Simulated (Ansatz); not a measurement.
**Sc: strong compression**

Aim: compress Sc (hcp type) step by step, far beyond the usual range, and follow pressure and electronic structure. Methods of the runs shown: PAW.

Program: Ansatz 0.2.0. Level of theory: DFT, PBE, PAW with Ansatz's default frozen-core files, scalar-relativistic. These are calculated values, not measurements.

### 1 The starting structure

It takes space group P6_3/mmc (No. 194, hexagonal). The conventional cell has a = 3.279 Å, b = 3.279 Å, c = 5.312 Å, α = 90.00°, β = 90.00°, γ = 120.00°. Around Sc (site symmetry -6m2) lie 12 Sc at 3.26 to 3.28 Å.

As a file:

```cif
data_structure
_symmetry_space_group_name_H-M 'P6_3/mmc'
_symmetry_Int_Tables_number 194
_cell_length_a 3.2791
_cell_length_b 3.2791
_cell_length_c 5.3122
_cell_angle_alpha 90.000
_cell_angle_beta 90.000
_cell_angle_gamma 120.000
_cell_volume 49.47
loop_
_atom_site_label
_atom_site_type_symbol
_atom_site_symmetry_multiplicity
_atom_site_Wyckoff_symbol
_atom_site_fract_x
_atom_site_fract_y
_atom_site_fract_z
_atom_site_occupancy
Sc1 Sc 2 c 0.33333 0.66667 0.25000 1
```

The file gives the conventional cell by its symmetry; the runs use the cell typed in the input.

Whether this phase is the stable one at these pressures isn't tested.

Atoms are numbered in the order of the input: Sc1, Sc2.

### 2 Cell relaxed at zero pressure, PAW

input.yaml

```yaml
crystal:
  lattice:
    - [3.2791370533, 0.0, 0.0]
    - [-1.6395685267, 2.8398159907, 0.0]
    - [0.0, 0.0, 5.3122020264]
  atoms:
    - { symbol: Sc, position: [0.3333333333, 0.6666666667, 0.25] }
    - { symbol: Sc, position: [0.6666666667, 0.3333333333, 0.75] }
kpoints:
  mp_grid: { grid: [13, 13, 7] }
scf:
  occupations: { method: fermi_dirac, width: 0.08 }
hamiltonian:
  xc: pbe
  pseudopotentials: { kind: paw }
output:
  forces: true
  stress: true
relax:
  f_tol: 0.005
  max_steps: 40
  cell: {}
```

On the command line:

```sh
$ ansatz run input.yaml --threads 1 --pin off --max-ram 2048MiB --backend cpu --events-out ev --progress --plain --runs-dir out
```

After this run come: Volume scaled by 1, PAW; Shape and atoms relaxed at 0.95 of the volume, PAW; Volume scaled by 0.95, PAW; Volume scaled by 0.95, PAW (partial_waves polarizable); Shape and atoms relaxed at 0.85 of the volume, PAW; Volume scaled by 0.85, PAW; Shape and atoms relaxed at 0.75 of the volume, PAW; Volume scaled by 0.75, PAW; Shape and atoms relaxed at 0.65 of the volume, PAW; Volume scaled by 0.65, PAW; Shape and atoms relaxed at 0.55 of the volume, PAW; Volume scaled by 0.55, PAW; Volume scaled by 0.55, PAW (partial_waves polarizable); Shape and atoms relaxed at 0.45 of the volume, PAW; Volume scaled by 0.45, PAW; Shape and atoms relaxed at 0.4 of the volume, PAW; Volume scaled by 0.4, PAW; Volume scaled by 0.4, PAW (partial_waves polarizable).

Before running it: what results should come out? Wanted: PAW pressure at 0.4 of the volume; PAW; fitted bulk modulus at zero pressure.

As calculated:

| quantity | value |
| --- | --- |
| PAW pressure at 0.4 of the volume | 168.7 GPa |
| PAW (partial_waves polarizable) pressure at 0.4 of the volume | 168.7 GPa |
| fitted bulk modulus at zero pressure (PAW) | 52 GPa |
| its pressure derivative | 3.29 |

**Reading.** By PAW the pressure climbs to 169 GPa at 0.4 of the first volume. A third-order Birch-Murnaghan curve fits the range only roughly (B₀ = 52 GPa, B′ = 3.29, misfit at most 1.25 GPa). A fit over so wide a range leans to the high pressures, so B₀ can be off by several per cent. No all-electron run checks these rows here, and frozen cores can fail under such compression. The ions are at rest, and the electrons smeared by 0.08 eV.
